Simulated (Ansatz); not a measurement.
# Alloy of SnO2 and TiO2 (3 of 24 Sn sites exchanged), 72 atoms

Aim: relax the alloy cell and compare the gap by PBEsol and HSE06.

All numbers are computed with Ansatz 0.2.0 (PAW, plane waves).

**1. The system as built**

72 atoms (21 Sn, 3 Ti, 48 O); a = 9.495 Å, b = 9.495 Å, c = 9.538 Å, α = 90.00°, β = 90.00°, γ = 90.00°. All atoms were shaken off their sites by about 0.02 Å along each axis.

Steps to follow: (2) PBEsol cell relaxation at the single k point (½, ½, ½), on 7 threads of Arm Neoverse-V2; (3) HSE06 single point at the Γ point alone, on 7 threads of Arm Neoverse-V2.

**2. Relaxing cell and atoms with PBEsol**

Contents of in.yaml:

```yaml
crystal:
  lattice:
    - [9.495460, 0.000000, 0.000000]
    - [0.000000, 9.495460, 0.000000]
    - [0.000000, 0.000000, 9.537940]
  atoms:
    - { symbol: Sn, position: [0.001217, 0.000088, 0.999481] }
    - { symbol: Sn, position: [0.001187, 0.001273, 0.331321] }
    - { symbol: Sn, position: [0.000359, 0.000528, 0.665297] }
    - { symbol: Sn, position: [0.000064, 0.498056, 0.998102] }
    - { symbol: Sn, position: [0.998030, 0.504395, 0.331629] }
    - { symbol: Sn, position: [0.498652, 0.998313, 0.996802] }
    - { symbol: Sn, position: [0.500293, 0.001496, 0.336809] }
    - { symbol: Sn, position: [0.500984, 0.998909, 0.665382] }
    - { symbol: Sn, position: [0.500041, 0.499923, 0.000491] }
    - { symbol: Sn, position: [0.497882, 0.499648, 0.665076] }
    - { symbol: Sn, position: [0.251862, 0.250199, 0.164590] }
    - { symbol: Sn, position: [0.247920, 0.250487, 0.496940] }
    - { symbol: Sn, position: [0.250575, 0.251262, 0.833050] }
    - { symbol: Sn, position: [0.249813, 0.749070, 0.163385] }
    - { symbol: Sn, position: [0.250495, 0.749553, 0.831359] }
    - { symbol: Sn, position: [0.746629, 0.248934, 0.166919] }
    - { symbol: Sn, position: [0.750369, 0.248288, 0.500102] }
    - { symbol: Sn, position: [0.751326, 0.250878, 0.830925] }
    - { symbol: Sn, position: [0.748976, 0.750963, 0.169516] }
    - { symbol: Sn, position: [0.748330, 0.751061, 0.501205] }
    - { symbol: Sn, position: [0.750816, 0.750981, 0.830091] }
    - { symbol: Ti, position: [0.000115, 0.501274, 0.667142] }
    - { symbol: Ti, position: [0.501112, 0.500002, 0.332579] }
    - { symbol: Ti, position: [0.251535, 0.751406, 0.496982] }
    - { symbol: O, position: [0.154873, 0.153401, 0.002117] }
    - { symbol: O, position: [0.154578, 0.154720, 0.333839] }
    - { symbol: O, position: [0.156988, 0.154294, 0.665927] }
    - { symbol: O, position: [0.155062, 0.652344, 0.000907] }
    - { symbol: O, position: [0.155155, 0.652380, 0.334264] }
    - { symbol: O, position: [0.151753, 0.655744, 0.666514] }
    - { symbol: O, position: [0.653837, 0.151580, 0.000322] }
    - { symbol: O, position: [0.651603, 0.155569, 0.334470] }
    - { symbol: O, position: [0.650996, 0.153049, 0.663176] }
    - { symbol: O, position: [0.653203, 0.655050, 0.999550] }
    - { symbol: O, position: [0.654227, 0.655379, 0.335268] }
    - { symbol: O, position: [0.652033, 0.655639, 0.662787] }
    - { symbol: O, position: [0.345033, 0.347580, 0.001828] }
    - { symbol: O, position: [0.347020, 0.349523, 0.336950] }
    - { symbol: O, position: [0.346922, 0.345824, 0.665663] }
    - { symbol: O, position: [0.347655, 0.846382, 0.999030] }
    - { symbol: O, position: [0.347721, 0.845618, 0.329976] }
    - { symbol: O, position: [0.342112, 0.844111, 0.665083] }
    - { symbol: O, position: [0.845105, 0.349178, 0.998789] }
    - { symbol: O, position: [0.850269, 0.348068, 0.333038] }
    - { symbol: O, position: [0.848121, 0.345463, 0.668152] }
    - { symbol: O, position: [0.847318, 0.845476, 0.996864] }
    - { symbol: O, position: [0.844908, 0.847481, 0.333380] }
    - { symbol: O, position: [0.844487, 0.848603, 0.665690] }
    - { symbol: O, position: [0.094178, 0.401734, 0.164948] }
    - { symbol: O, position: [0.096909, 0.406182, 0.499242] }
    - { symbol: O, position: [0.096185, 0.401785, 0.832433] }
    - { symbol: O, position: [0.094701, 0.900497, 0.166506] }
    - { symbol: O, position: [0.100138, 0.905409, 0.498503] }
    - { symbol: O, position: [0.099425, 0.900929, 0.836449] }
    - { symbol: O, position: [0.595312, 0.402223, 0.168604] }
    - { symbol: O, position: [0.595462, 0.405269, 0.503303] }
    - { symbol: O, position: [0.595044, 0.404045, 0.834058] }
    - { symbol: O, position: [0.597903, 0.903783, 0.169260] }
    - { symbol: O, position: [0.598067, 0.901126, 0.500011] }
    - { symbol: O, position: [0.596348, 0.904773, 0.834842] }
    - { symbol: O, position: [0.404811, 0.096313, 0.168263] }
    - { symbol: O, position: [0.403815, 0.097204, 0.500955] }
    - { symbol: O, position: [0.405396, 0.094527, 0.831205] }
    - { symbol: O, position: [0.404812, 0.595858, 0.162625] }
    - { symbol: O, position: [0.402833, 0.595136, 0.498517] }
    - { symbol: O, position: [0.401811, 0.597678, 0.832712] }
    - { symbol: O, position: [0.900803, 0.100233, 0.162192] }
    - { symbol: O, position: [0.902156, 0.101100, 0.500860] }
    - { symbol: O, position: [0.905202, 0.095887, 0.829260] }
    - { symbol: O, position: [0.905496, 0.596180, 0.168949] }
    - { symbol: O, position: [0.898855, 0.596165, 0.498321] }
    - { symbol: O, position: [0.901814, 0.600182, 0.837108] }
kpoints:
  mp_grid: { grid: [1, 1, 1], shift: [0.5, 0.5, 0.5] }
hamiltonian:
  xc: pbesol
scf:
  occupations: { method: fermi_dirac, width: 0.01 }
relax:
  f_tol: 0.03
  max_steps: 80
  escape_saddle: false
  adjacent_minimum: "off"
  cell: { fix: [alpha, beta, gamma] }
output:
  forces: true
  eigenvalues: true
  populations: true
```

On the command line:

```sh
> ansatz run in.yaml --threads 7 --pin off --max-ram 13300MiB --runs-dir r --events-out ev --progress --plain
```

Further steps of the session: HSE06 on the final geometry.

**Question.** What will these runs give? Wanted: for each run, top filled to lowest empty.

**Answer**, as computed:

```
             level                   time   k points  top filled to lowest empty (eV)
PBEsol, relaxation   59 s (7 CPU threads)  (½, ½, ½)                             2.70
             HSE06  5 min (7 CPU threads)          Γ                             3.25
```

```
     quantity                                                                      value
   relaxation                                           8 recorded steps, 1.77 eV gained
largest shift                                                               0.15 Å (O72)
 relaxed cell  a = 9.509 Å, b = 9.512 Å, c = 9.518 Å, α = 90.00°, β = 90.00°, γ = 90.00°
   mean bonds                                                   O–Sn 2.067, O–Ti 1.980 Å
```

**In words.** Relaxation gains 1.77 eV, with shifts up to 0.15 Å (O72), while the volume changes by +0.1 %. The mean lengths of the listed bonds run from O–Ti 1.98 Å to O–Sn 2.07 Å. The relaxation ran on other k points, so part of any difference from the later rows can come from the mesh. With one k point the spacing samples only the states that fold onto it, so it can exceed the gap over the zone.
